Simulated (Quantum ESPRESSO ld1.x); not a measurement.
**The Coulomb parameter U of the 5d shell of Au²⁺**

Aim: U as the second difference [E(n + 0.5) + E(n − 0.5) − 2E(n)]/0.5², with all orbitals relaxed. Bare: the atom's charge changes with n. Screened: the 6s shell takes up the change. The start is a model configuration, not necessarily the ground state.

The numbers are computed with Quantum ESPRESSO ld1.x 7.5 (scalar-relativistic Kohn-Sham, PBE, spin-unpolarised, spherical densities, point nucleus), except any that are marked as measured or tabulated.

### Step 1. The atom as given

| Property | Result |
| --- | --- |
| element | gold (Z = 79) |
| charge | +2 |
| electrons | 77 |
| configuration | [Xe] 4f14 5d8 6s1 |

Outer shells as boxes (Hund's rule):

Au²⁺
```
[Xe] core
4f [↑↓][↑↓][↑↓][↑↓][↑↓][↑↓][↑↓]
5d [↑↓][↑↓][↑↓][↑ ][↑ ]
6s [↑ ]
```

### Step 2. Start: [Xe] 4f14 5d8 6s1

ld1.in reads:

```fortran
 &input
    atom='Au',
    iswitch=1,
    rel=1,
    dft='PBE',
    config='[Xe] 4f14 5d8 6s1',
    verbosity='high',
    prefix='ld1',
    max_out_wfc=37,
    file_charge='ld1.rho',
 /
```

On the command line:

```
$ OMP_NUM_THREADS=1 ld1.x < ld1.in > ld1.out
```

### Step 3. Bare +0.5: [Xe] 4f14 5d8.5 6s1

Edit ld1.in of step 2 so:

```diff
@@ -5,3 +5,3 @@
     dft='PBE',
-    config='[Xe] 4f14 5d8 6s1',
+    config='[Xe] 4f14 5d8.5 6s1',
     verbosity='high',
```

### Step 4. Bare -0.5: [Xe] 4f14 5d7.5 6s1

Edit ld1.in of step 3 so:

```diff
@@ -5,3 +5,3 @@
     dft='PBE',
-    config='[Xe] 4f14 5d8.5 6s1',
+    config='[Xe] 4f14 5d7.5 6s1',
     verbosity='high',
```

### Step 5. Screened +0.5: [Xe] 4f14 5d8.5 6s0.5

Edit ld1.in of step 4 so:

```diff
@@ -5,3 +5,3 @@
     dft='PBE',
-    config='[Xe] 4f14 5d7.5 6s1',
+    config='[Xe] 4f14 5d8.5 6s0.5',
     verbosity='high',
```

### Step 6. Screened -0.5: [Xe] 4f14 5d7.5 6s1.5

Edit ld1.in of step 5 so:

```diff
@@ -5,3 +5,3 @@
     dft='PBE',
-    config='[Xe] 4f14 5d8.5 6s0.5',
+    config='[Xe] 4f14 5d7.5 6s1.5',
     verbosity='high',
```

What does the calculation give?

The runs gave:

```csv
quantity,value (eV)
"U, bare",12.985
"U, screened by 6s",1.367
"F0(5d,5d), frozen orbitals",16.847
```

In words: Relaxing the orbitals brings U down to 77 % of the Slater integral F0. Letting 6s compensate leaves 11 % of the bare value; this second difference measures U(5d,5d) + U(6s,6s) − 2U(5d,6s). A solid screens further than the bare atom, so the bare value is an upper guide for the U of a crystal.
